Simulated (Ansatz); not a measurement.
A nudged elastic band was laid between two geometries of a periodic cell of 17 atoms, CuSi₁₆ (host Si, host structure diamond, interstitial Cu), cell charge +1.

Theory: Ansatz, DFT PBE, scalar-relativistic, plane waves, PAW. Settings: PAW set soft_1, cutoff 420 eV, k mesh 2x2x2, gaussian smearing 0.02 eV, no spin polarisation.

```json
{
 "movable images": "5",
 "climbing image": "yes",
 "spring": "10.0 eV/Å²",
 "optimiser": "quadratic models (default)",
 "start path": "IDPP",
 "force threshold": "0.05 eV/Å",
 "iteration limit": "36",
 "end points": "relaxed"
}
```

First end point:

```xyz
17
Lattice="0.0000 5.4300 5.4300 5.4300 0.0000 5.4300 5.4300 5.4300 0.0000" Properties=species:S:1:pos:R:3
Si 0.134 0.132 -0.154
Si 1.427 1.424 1.358
Si 2.823 2.818 0.082
Si 4.247 4.253 1.257
Si 2.690 -0.006 2.710
Si 4.043 1.405 4.010
Si 5.373 2.763 2.637
Si 6.785 4.116 4.107
Si -0.003 2.686 2.712
Si 1.407 4.041 4.011
Si 2.763 5.376 2.642
Si 4.119 6.783 4.112
Si 2.689 2.686 5.421
Si 4.014 4.010 6.834
Si 5.352 5.344 5.475
Si 6.749 6.751 6.733
Cu 7.120 7.124 9.217
```

Last end point:

```xyz
17
Lattice="0.0000 5.4300 5.4300 5.4300 0.0000 5.4300 5.4300 5.4300 0.0000" Properties=species:S:1:pos:R:3
Si -0.109 -0.108 0.082
Si 1.287 1.289 1.355
Si 2.580 2.581 -0.157
Si 3.890 3.894 1.256
Si 2.717 0.027 2.708
Si 4.025 1.360 4.108
Si 5.380 2.770 2.638
Si 6.736 4.104 4.008
Si 0.025 2.719 2.708
Si 1.358 4.026 4.109
Si 2.766 5.382 2.638
Si 4.101 6.739 4.008
Si 2.796 2.796 5.473
Si 4.130 4.133 6.831
Si 5.455 5.457 5.419
Si 6.821 6.825 6.731
Cu 6.449 6.451 9.216
```

Q: What changes between the two ends?

A: Contacts lost: Si8–Cu17, Si12–Cu17. Contacts made: Si6–Cu17, Si10–Cu17. The atom that moves furthest is Cu17, by 0.95 Å; four of its nearest neighbours are Si11 2.35, Si7 2.35, Si3 2.35, Si8 2.47 Å at the first end and Si11 2.35, Si7 2.35, Si1 2.35, Si6 2.47 Å at the last.

Q: Give the energies along the band, and the barrier.

A: The forces met the threshold. The highest image is number 3 of 0 to 6, 0.007 eV above the ends, which have the same energy within 2 meV. The top lies less than 8 meV above the higher end, about what the thresholds resolve: the motion is nearly free. By the program's own check the climbing image is a first-order saddle point (lowest curvatures found: -0.16 and 0.61 eV/Å²). Limits of this set-up: coarse k mesh, a small cell, in which the defect meets its images, charged cell in a uniform background, uncorrected.

| image | path coordinate (Å) | energy (eV) | Si8–Cu17 (Å) | Si12–Cu17 (Å) | Si6–Cu17 (Å) |
| --- | --- | --- | --- | --- | --- |
| 0 | 0.00 | 0.000 | 2.47 | 2.47 | 3.10 |
| 1 | 0.34 | 0.004 | 2.49 | 2.64 | 2.87 |
| 2 | 0.68 | 0.005 | 2.54 | 2.87 | 2.62 |
| 3 | 1.01 | 0.007 | 2.72 | 3.01 | 2.52 |
| 4 | 1.22 | 0.003 | 2.88 | 3.06 | 2.49 |
| 5 | 1.42 | 0.000 | 3.04 | 3.11 | 2.47 |
| 6 | 1.62 | 0.000 | 3.10 | 3.10 | 2.47 |

Q: What is the geometry of the highest image?

A: 
```xyz
17
Lattice="0.0000 5.4300 5.4300 5.4300 0.0000 5.4300 5.4300 5.4300 0.0000" Properties=species:S:1:pos:R:3
Si 0.022 -0.014 0.008
Si 1.377 1.316 1.397
Si 2.678 2.618 -0.076
Si 3.932 4.116 1.185
Si 2.766 -0.032 2.726
Si 4.067 1.410 4.025
Si 5.314 2.840 2.560
Si 6.749 4.066 3.994
Si 0.059 2.710 2.734
Si 1.415 4.046 4.094
Si 2.759 5.420 2.703
Si 4.152 6.749 4.054
Si 2.794 2.732 5.470
Si 4.142 4.072 6.817
Si 5.482 5.399 5.442
Si 6.778 6.842 6.746
Cu 6.584 6.784 9.268
```

Time of the run: 14 min on 1 thread of Arm Neoverse V2 (shared host), peak memory 0.94 GiB.
